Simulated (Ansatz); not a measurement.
Predict the output of the script below (Ansatz 0.2.0, Python API).

Contents of `rbvf3.cif`:
```cif
data_RbVF3
_cell_length_a 4.182000
_cell_length_b 4.182000
_cell_length_c 4.182000
_cell_angle_alpha 90.00000
_cell_angle_beta 90.00000
_cell_angle_gamma 90.00000
_symmetry_space_group_name_H-M 'P 1'
_symmetry_Int_Tables_number 1
loop_
_symmetry_equiv_pos_as_xyz
'x, y, z'
loop_
_atom_site_label
_atom_site_type_symbol
_atom_site_fract_x
_atom_site_fract_y
_atom_site_fract_z
Rb1 Rb    0.000000    0.000000    0.000000
V2 V    0.500000    0.500000    0.500000
F3 F    0.500000    0.500000    0.000000
F4 F    0.000000    0.500000    0.500000
F5 F    0.500000    0.000000    0.500000
```

Script `lr_u_rbvf3.py`:
```python
"""Hubbard U of RbVF3 from linear response."""

import ansatz as az
from ase.io import read

FILLING = "fermi_dirac"

atoms = read("rbvf3.cif")
structure = az.Crystal.from_ase(atoms).moments(V=2.0)

job = (
    structure.calculation()
    .functional(az.Functional.LDA)
    .kpoints(6)
    .occupations(FILLING, width=100 * az.meV)
    .spin(az.SpinTreatment.COLLINEAR)
    .hubbard("V", "d", u_eff="linear-response")
    .band_table()
)
# within one cell the perturbed atoms see their images, so U is that of this cell
found = []


def keep(event):
    if event["event"] == "lr_u_result":
        found.append(event["data"])


result = job.session().plan().execute(on_event=keep)
data = result.report
for orbit in found[-1]["orbits"]:
    print(f"sites {orbit['sites']}: n0 = {orbit['n0']:.3f}, chi0 = {orbit['chi0_per_ev']:.4f}/eV, chi = {orbit['chi_per_ev']:.4f}/eV, U = {orbit['u_ev']:.2f} eV")
print("cycles:", found[-1]["n_cycles"], " band edges:", data.get("band_edges_ev"))
print(f"net moment {data['magnetization_mub']:.3f} muB, absolute {data['absolute_magnetization_mub']:.3f} muB")
for index, (site, m) in enumerate(zip(result.lattice.sites, data["site_moments_mub"])):
    print(f"  {index:2d} {site.symbol:2s} {m:7.3f}")
```

```console
$ python lr_u_rbvf3.py
DeckWarning: basis.ecutwfc = 420 eV, auto-derived from the records' recommended cutoffs: set by Rb (normal level)
sites [1]: n0 = 3.603, chi0 = -0.1024/eV, chi = -0.0730/eV, U = 3.94 eV
cycles: 1  band edges: None
net moment 3.000 muB, absolute 3.051 muB
   0 Rb   0.003
   1 V    2.251
   2 F    0.020
   3 F    0.020
   4 F    0.020
```
(Warnings from the package without file and line.)

Notes:
- The magnetic order follows from the starting moments and needn't be the lowest.
- With one magnetic atom the cell can hold only ferromagnetic order.
- The starting cell is as deposited in a crystallographic database; the results hold for this polymorph, which needn't be the stable one.
- Levels are Kohn-Sham eigenvalues on this mesh, without spin-orbit coupling.
- The computed U depends on the projectors, on the cell (the perturbed atoms see their images) and on the spin treatment typed in the script; a run with no .spin step is spin-unpolarised.
- Run time: 18 s on 1 thread of Arm Neoverse V2 (shared host), peak memory 0.54 GiB.
